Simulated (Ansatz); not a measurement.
# C2H7NSi2: one species, many methods

One table from this session's results is given with a row withheld; the runs are named, their logs left out.

Program: Ansatz 0.2.0, Gaussian basis. Level of theory: functionals in def2-TZVPP, the program's frozen cores in correlated methods. These are calculated values, not measurements.

Levels to be run: PBE-D4, r2SCAN-D4, PBE0-D4, B3LYP-D4, ωB97X-V, ωB97M-V, B2PLYP; CCSD(T)/def2-TZVPP; MP2/def2-QZVPP; extrapolation to the limit.

### The geometry

An earlier PBE0-D4 in a triple-zeta def2 set relaxation fixed the geometry.

SMILES `CC1=N[SiH2][SiH2]1`, 12 atoms, charge 0, spin multiplicity 1.

Atoms are counted from 1 here; the program's logs count them from 0.

Bond lengths: C1–C2 1.490 Å, C1–H6 1.095 Å, C1–H7 1.091 Å, C1–H8 1.095 Å, C2–N3 1.288 Å, C2–Si5 1.929 Å, N3–Si4 1.782 Å, Si4–Si5 2.323 Å, Si4–H9 1.487 Å, Si4–H10 1.487 Å, Si5–H11 1.491 Å, Si5–H12 1.491 Å. Angles: C2–C1–H6 110.1°, C2–C1–H7 110.8°, C2–C1–H8 110.1°, H6–C1–H7 109.7°, H6–C1–H8 106.5°, H7–C1–H8 109.7°, C1–C2–N3 122.2°, C1–C2–Si5 129.9°, N3–C2–Si5 108.0°, C2–N3–Si4 104.2°, N3–Si4–Si5 78.4°, N3–Si4–H9 112.6°, N3–Si4–H10 112.6°, Si5–Si4–H9 120.7°, Si5–Si4–H10 120.6°, H9–Si4–H10 108.4°, C2–Si5–Si4 69.4°, C2–Si5–H11 115.3° and more.

The first run:

in.yaml

```yaml
crystal:
  periodic: [false, false, false]
  atoms:
    - {symbol: C, position_ang: [-1.126075, -0.878345, 1.382385]}
    - {symbol: C, position_ang: [-0.207743, -0.138398, 0.471746]}
    - {symbol: N, position_ang: [0.635533, 0.731888, 0.907205]}
    - {symbol: Si, position_ang: [1.470252, 1.305676, -0.559493]}
    - {symbol: Si, position_ang: [-0.018041, -0.242869, -1.445212]}
    - {symbol: H, position_ang: [-0.960359, -1.956210, 1.287837]}
    - {symbol: H, position_ang: [-0.972439, -0.572729, 2.418646]}
    - {symbol: H, position_ang: [-2.166696, -0.697615, 1.095081]}
    - {symbol: H, position_ang: [1.277924, 2.761809, -0.793350]}
    - {symbol: H, position_ang: [2.930361, 1.023953, -0.532443]}
    - {symbol: H, position_ang: [-1.218082, 0.171315, -2.227384]}
    - {symbol: H, position_ang: [0.432265, -1.563575, -1.970918]}
basis:
  gaussian: {orbitals: def2-TZVPP}
hamiltonian: {xc: pbe, dispersion: d4}
output: {forces: true, orbitals: {seedname: orbitals}}
```

The run is started by

```
$ ansatz run in.yaml --threads 4 --pin off --events-out ev --progress --plain --max-ram 10444MiB
```

Steps of the session up to this table: PBE-D4 (GGA); r2SCAN-D4 (meta-GGA); PBE0-D4 (hybrid); B3LYP-D4 (hybrid); ωB97X-V (range-separated); ωB97M-V (range-separated); B2PLYP (double hybrid); CCSD(T) in def2-TZVPP; MP2 in def2-QZVPP.

One of the session's tables, all rows but one given; the rest of the session is left out.

It belongs to the step «Atomisation energies». 

| method | atomisation energy (kcal/mol) |
| --- | --- |
| PBE-D4 | 1048.1 |
| r2SCAN-D4 | 1030.0 |
| PBE0-D4 | 1031.6 |
| B3LYP-D4 | ? |
| ωB97X-V | 1037.1 |
| ωB97M-V | 1032.7 |
| B2PLYP | 1017.2 |
| HF/def2-TZVPP | 741.3 |
| MP2/def2-TZVPP | 1009.5 |
| CCSD/def2-TZVPP | 982.8 |
| CCSD(T)/def2-TZVPP | 999.5 |
| MP2/CBS | 1038.5 |
| CCSD(T)/CBS | 1028.5 |

**Question.** Estimate the row for B3LYP-D4.

**Answer.** atomisation energy (kcal/mol): 1031.0. In the column «atomisation energy (kcal/mol)» it lies between r2SCAN-D4 (1030.0) and PBE0-D4 (1031.6).

Caveats from the session: Free atoms (2 C, 1 N, 2 Si, 7 H) were run apart at each level; the atomisation energy is their sum less the molecule, without zero-point or spin-orbit terms.
